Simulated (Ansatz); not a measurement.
# GaP: the cost of one run

Program: Ansatz 0.2.0. Level of theory: DFT PBE, scalar-relativistic, plane waves, PAW. These are calculated values, not measurements.

1 further run of the same task is left out (set aside as unsound or not needed).

### 1 Starting point

It takes space group F-43m (No. 216, cubic). Conventional cell: a = 5.520 Å, b = 5.520 Å, c = 5.520 Å, α = 90.00°, β = 90.00°, γ = 90.00°. Around Ga (site symmetry -43m) lie 4 P at 2.39 Å. P (site symmetry -43m) is surrounded by 4 Ga at 2.39 Å.

Coordinates:

```cif
data_structure
_symmetry_space_group_name_H-M 'F-43m'
_symmetry_Int_Tables_number 216
_cell_length_a 5.5201
_cell_length_b 5.5201
_cell_length_c 5.5201
_cell_angle_alpha 90.000
_cell_angle_beta 90.000
_cell_angle_gamma 90.000
_cell_volume 168.21
loop_
_atom_site_label
_atom_site_type_symbol
_atom_site_symmetry_multiplicity
_atom_site_Wyckoff_symbol
_atom_site_fract_x
_atom_site_fract_y
_atom_site_fract_z
_atom_site_occupancy
Ga1 Ga 4 a 0.00000 0.00000 0.00000 1
P1 P 4 d 0.25000 0.25000 0.75000 1
```

It is the result of an earlier relaxation at this level (volume 21.03 Å³/atom; gap on the mesh: 1.57 eV).

### 2 Strained cells: the elastic tensor

File input.yaml:

```yaml
crystal:
  lattice:
    - [0.0, 2.7600664013, 2.7600664013]
    - [2.7600664013, 0.0, 2.7600664013]
    - [2.7600664013, 2.7600664013, 0.0]
  atoms:
    - { symbol: Ga, position: [0.0, 0.0, 0.0] }
    - { symbol: P, position: [0.25, 0.25, 0.25] }
basis:
  ecutwfc: 240.0
kpoints:
  mp_grid: { grid: [8, 8, 8] }
hamiltonian:
  xc: pbe
scf:
  occupations: { method: fixed }
output:
  forces: true
  stress: true
  eigenvalues: true
  polarization: {}
elastic:
  mode: relaxed_ion
  stencil: two_point
```

On the command line:

```sh
$ ansatz run input.yaml --threads 1 --pin off --max-ram 2560MiB --backend cpu --events-out ev --progress --plain --runs-dir out
```

What time and memory should one allow on 1 thread of AMD EPYC 7B13 (Zen 3), shared host?

About 27 s, with a peak of 0.41 GiB.
